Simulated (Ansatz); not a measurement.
# C₂H₄AlN: up Jacob's ladder to CCSD(T)

One table from this session's results is given with a row withheld; the runs are named, their logs left out.

Method: functionals in def2-TZVPP, the program's frozen cores in correlated methods; program: Ansatz 0.2.0, Gaussian basis.

Levels to be run: LDA (SPW92), PBE-D4, revPBE-D4, BLYP-D4, r2SCAN-D4, B97M-V, PBE0-D4, B3LYP-D4, r2SCANh-D4, r2SCAN0-D4, HSE06-D4, BHLYP-D4, CAM-B3LYP-D4, LC-ωPBE, ωB97X-V, ωB97M-V, B2PLYP, PBE-QIDH; CCSD(T)/def2-SVP; CCSD(T)/def2-TZVPP; MP2/def2-QZVPP; extrapolation to the limit; RPA on PBE.

### Structure used throughout

All runs share one geometry, relaxed beforehand with PBE0-D4 in a triple-zeta def2 set.

SMILES `C[C]1=[N][AlH]1`, 8 atoms, charge 0, spin multiplicity 1.

Atoms are counted from 1 here; the program's logs count them from 0.

Bond lengths: C1–C2 1.484 Å, C1–H5 1.093 Å, C1–H6 1.094 Å, C1–H7 1.093 Å, C2–N3 1.291 Å, C2–Al4 1.845 Å, N3–Al4 1.829 Å, Al4–H8 1.566 Å. Angles: C2–C1–H5 110.0°, C2–C1–H6 110.3°, C2–C1–H7 110.0°, H5–C1–H6 109.8°, H5–C1–H7 106.9°, H6–C1–H7 109.8°, C1–C2–N3 128.4°, C1–C2–Al4 162.8°, N3–C2–Al4 68.8°, C2–N3–Al4 70.1°, C2–Al4–N3 41.1°, C2–Al4–H8 176.4°, N3–Al4–H8 142.5°.

Set-up of the first run:

The input, in.yaml:

```yaml
crystal:
  periodic: [false, false, false]
  atoms:
    - {symbol: C, position_ang: [-0.109220, 1.286414, -0.280835]}
    - {symbol: C, position_ang: [0.092354, -0.163932, -0.040795]}
    - {symbol: N, position_ang: [0.916940, -0.966157, -0.625658]}
    - {symbol: Al, position_ang: [-0.053369, -1.877229, 0.629445]}
    - {symbol: H, position_ang: [0.080298, 1.847088, 0.638148]}
    - {symbol: H, position_ang: [0.559984, 1.636119, -1.072282]}
    - {symbol: H, position_ang: [-1.147765, 1.478833, -0.561886]}
    - {symbol: H, position_ang: [-0.247023, -3.298238, 1.258064]}
basis:
  gaussian: {orbitals: def2-TZVPP}
hamiltonian: {xc: lda}
output: {orbitals: {seedname: orbitals}}
```

The run is started by

```bash
> ansatz run in.yaml --threads 2 --pin off --events-out ev --progress --plain --max-ram 4352MiB
```

Steps of the session up to this table: LDA; PBE-D4 (GGA); revPBE-D4 (GGA); BLYP-D4 (GGA); r2SCAN-D4 (meta-GGA); B97M-V (meta-GGA); B3LYP-D4 (hybrid); r2SCANh-D4 (hybrid); r2SCAN0-D4 (hybrid); HSE06-D4 (hybrid); BHLYP-D4 (hybrid); CAM-B3LYP-D4 (range-separated); LC-ωPBE (range-separated); ωB97X-V (range-separated); ωB97M-V (range-separated); B2PLYP (double hybrid); PBE-QIDH (double hybrid).

One of the session's tables, all rows but one given; the rest of the session is left out.

It belongs to the step «Orbital energies across the functionals». 

| functional | HOMO (eV) | gap (eV) |
| --- | --- | --- |
| LDA (SPW92) | -4.51 | 2.42 |
| PBE-D4 | -4.36 | 2.49 |
| revPBE-D4 | -4.30 | 2.53 |
| BLYP-D4 | -4.25 | 2.48 |
| r2SCAN-D4 | -4.51 | 2.98 |
| B97M-V | -4.58 | 2.88 |
| PBE0-D4 | -5.44 | 4.35 |
| B3LYP-D4 | -5.27 | 3.95 |
| r2SCANh-D4 | -4.92 | 3.66 |
| r2SCAN0-D4 | -5.55 | 4.67 |
| HSE06-D4 | -5.05 | 3.59 |
| BHLYP-D4 | -6.48 | 6.14 |
| CAM-B3LYP-D4 | ? | ? |
| LC-ωPBE | -7.97 | 8.85 |
| ωB97X-V | -7.67 | 8.45 |
| ωB97M-V | -7.57 | 8.07 |

Estimate the missing values for CAM-B3LYP-D4.

As computed: HOMO (eV): -6.73; gap (eV): 6.54. In the column «HOMO (eV)» it lies between ωB97M-V (-7.57) and BHLYP-D4 (-6.48).
